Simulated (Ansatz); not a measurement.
# Al6Co5Ni: the cost of one run

Program: Ansatz 0.2.0. Level of theory: DFT PBE, scalar-relativistic, plane waves, PAW. These are calculated values, not measurements.

2 further runs of the same task are left out: 2 that didn't finish. Runs told in other sessions of the task aren't counted.

**1. The system as given**

The structure is tetragonal, space group P4/mmm (No. 123). Conventional cell: a = 4.190 Å, b = 4.190 Å, c = 8.889 Å, α = 90.00°, β = 90.00°, γ = 90.00°. Al (site symmetry 2mm) has 6 Co at 2.57 Å and 2 Ni at 2.57 Å in its first shell of neighbours. Al (site symmetry mmm) is surrounded by 8 Co at 2.57 Å. Around Co (site symmetry 4mm) lie 8 Al at 2.57 Å. Co (site symmetry 4/mmm) is surrounded by 8 Al at 2.57 Å. Around Ni (site symmetry 4/mmm) lie 8 Al at 2.57 Å.

Structure file:

```cif
data_structure
_symmetry_space_group_name_H-M 'P4/mmm'
_symmetry_Int_Tables_number 123
_cell_length_a 4.1903
_cell_length_b 4.1903
_cell_length_c 8.8891
_cell_angle_alpha 90.000
_cell_angle_beta 90.000
_cell_angle_gamma 90.000
_cell_volume 156.08
loop_
_atom_site_label
_atom_site_type_symbol
_atom_site_symmetry_multiplicity
_atom_site_Wyckoff_symbol
_atom_site_fract_x
_atom_site_fract_y
_atom_site_fract_z
_atom_site_occupancy
Al1 Al 4 i 0.00000 0.50000 0.83333 1
Al2 Al 2 e 0.00000 0.50000 0.50000 1
Co1 Co 2 g 0.00000 0.00000 0.66667 1
Co2 Co 2 h 0.50000 0.50000 0.66667 1
Co3 Co 1 c 0.50000 0.50000 0.00000 1
Ni1 Ni 1 a 0.00000 0.00000 0.00000 1
```

The start is an ordering of an alloy on its end members' structure types: elements ordered on the sites of the AlNi type, Ni/Co on Ni (P4/mmm, No. 123).

**2. A first look at the guess**

input.yaml reads:

```yaml
crystal:
  lattice:
    - [4.19034764, 0.0, 0.0]
    - [0.0, 4.19034764, 0.0]
    - [0.0, 0.0, 8.8890697]
  atoms:
    - { symbol: Al, position: [0.0, 0.5, 0.83333333] }
    - { symbol: Al, position: [0.0, 0.5, 0.16666667] }
    - { symbol: Al, position: [0.0, 0.5, 0.5] }
    - { symbol: Al, position: [0.5, 0.0, 0.83333333] }
    - { symbol: Al, position: [0.5, 0.0, 0.16666667] }
    - { symbol: Al, position: [0.5, 0.0, 0.5] }
    - { symbol: Co, position: [0.0, 0.0, 0.66666667], spin: 3.0 }
    - { symbol: Co, position: [0.0, 0.0, 0.33333333], spin: 3.0 }
    - { symbol: Co, position: [0.5, 0.5, 0.66666667], spin: 3.0 }
    - { symbol: Co, position: [0.5, 0.5, 0.0], spin: 3.0 }
    - { symbol: Co, position: [0.5, 0.5, 0.33333333], spin: 3.0 }
    - { symbol: Ni, position: [0.0, 0.0, 0.0], spin: 2.0 }
basis:
  ecutwfc: 420
kpoints:
  mp_grid: { grid: [4, 4, 2] }
hamiltonian:
  xc: pbe
scf:
  occupations: { method: gaussian, width: 0.1 }
  lower_state_search: "off"
output:
  forces: true
  stress: true
  eigenvalues: true
  populations: true
magnetization:
  spin_polarized: true
```

The run is started by

```bash
$ ansatz run input.yaml --threads 4 --pin off --max-ram 8192MiB --backend cpu --events-out ev --progress --plain --runs-dir out
```

Q: Estimate wall time and peak memory on 4 threads of AMD EPYC (Zen 3), shared host.

About 68 s, with a peak of 0.76 GiB.
